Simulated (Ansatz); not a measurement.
**C3H9FSi: basis-set convergence**

One table from this session's results is given with a row withheld; the runs are named, their logs left out.

Program: Ansatz 0.2.0, Gaussian basis. Level of theory: one geometry, several basis sets. These are calculated values, not measurements.

Levels to be run: PBE0-D4/def2-SVP; ωB97M-V/def2-SVP; PBE0-D4/def2-QZVPP; ωB97M-V/def2-QZVPP; the functionals' def2-TZVPP values are taken from earlier runs.

## The relaxed structure

All runs share one geometry, relaxed beforehand with PBE0-D4 in a triple-zeta def2 set.

SMILES `C[Si](C)(C)F`, 14 atoms, charge 0, spin multiplicity 1.

Atoms are counted from 1 here; the program's logs count them from 0.

Bond lengths: C1–Si2 1.860 Å, C1–H6 1.093 Å, C1–H7 1.094 Å, C1–H8 1.093 Å, Si2–C3 1.860 Å, Si2–C4 1.860 Å, Si2–F5 1.613 Å, C3–H9 1.093 Å, C3–H10 1.093 Å, C3–H11 1.094 Å, C4–H12 1.094 Å, C4–H13 1.093 Å, C4–H14 1.093 Å. Angles: Si2–C1–H6 111.1°, Si2–C1–H7 110.8°, Si2–C1–H8 111.1°, H6–C1–H7 107.9°, H6–C1–H8 108.0°, H7–C1–H8 107.9°, C1–Si2–C3 111.6°, C1–Si2–C4 111.6°, C1–Si2–F5 107.3°, C3–Si2–C4 111.6°, C3–Si2–F5 107.3°, C4–Si2–F5 107.3°, Si2–C3–H9 111.1°, Si2–C3–H10 111.1°, Si2–C3–H11 110.8°, H9–C3–H10 108.0°, H9–C3–H11 107.9°, H10–C3–H11 107.9° and more.

Set-up of the first run:

Contents of in.yaml:

```yaml
crystal:
  periodic: [false, false, false]
  atoms:
    - {symbol: C, position_ang: [-1.684185, 0.556352, 0.162049]}
    - {symbol: Si, position_ang: [0.117796, 0.334474, -0.244088]}
    - {symbol: C, position_ang: [1.174329, 0.370788, 1.286838]}
    - {symbol: C, position_ang: [0.410017, -1.208698, -1.241357]}
    - {symbol: F, position_ang: [0.559495, 1.586890, -1.160084]}
    - {symbol: H, position_ang: [-1.852311, 1.488844, 0.706609]}
    - {symbol: H, position_ang: [-2.046180, -0.266289, 0.785179]}
    - {symbol: H, position_ang: [-2.291415, 0.581552, -0.746242]}
    - {symbol: H, position_ang: [1.031357, 1.301905, 1.840853]}
    - {symbol: H, position_ang: [2.234431, 0.287230, 1.034731]}
    - {symbol: H, position_ang: [0.921340, -0.458639, 1.953262]}
    - {symbol: H, position_ang: [0.129911, -2.098778, -0.670946]}
    - {symbol: H, position_ang: [1.463148, -1.304665, -1.517161]}
    - {symbol: H, position_ang: [-0.180435, -1.199966, -2.160943]}
basis:
  gaussian: {orbitals: def2-SVP}
hamiltonian: {xc: pbe0, dispersion: d4}
output: {orbitals: {seedname: orbitals}}
```

Among the steps run: PBE0-D4 in def2-SVP; ωB97M-V in def2-SVP; PBE0-D4 in def2-QZVPP; ωB97M-V in def2-QZVPP.

One table of the session follows, with a row left open; its other results are not shown here.

It belongs to the step «Density functionals: the series». 

```
functional       basis  HOMO (eV)  LUMO (eV)
   PBE0-D4    def2-SVP      -8.54       1.51
   PBE0-D4  def2-TZVPP      -8.58       0.92
   PBE0-D4  def2-QZVPP      -8.59       0.46
   ωB97M-V    def2-SVP     -10.79       3.05
   ωB97M-V  def2-TZVPP     -10.85       2.28
   ωB97M-V  def2-QZVPP          ?          ?
```

**Question.** Estimate the row for ωB97M-V, def2-QZVPP.

**Answer.** HOMO (eV): -10.85; LUMO (eV): 1.56.
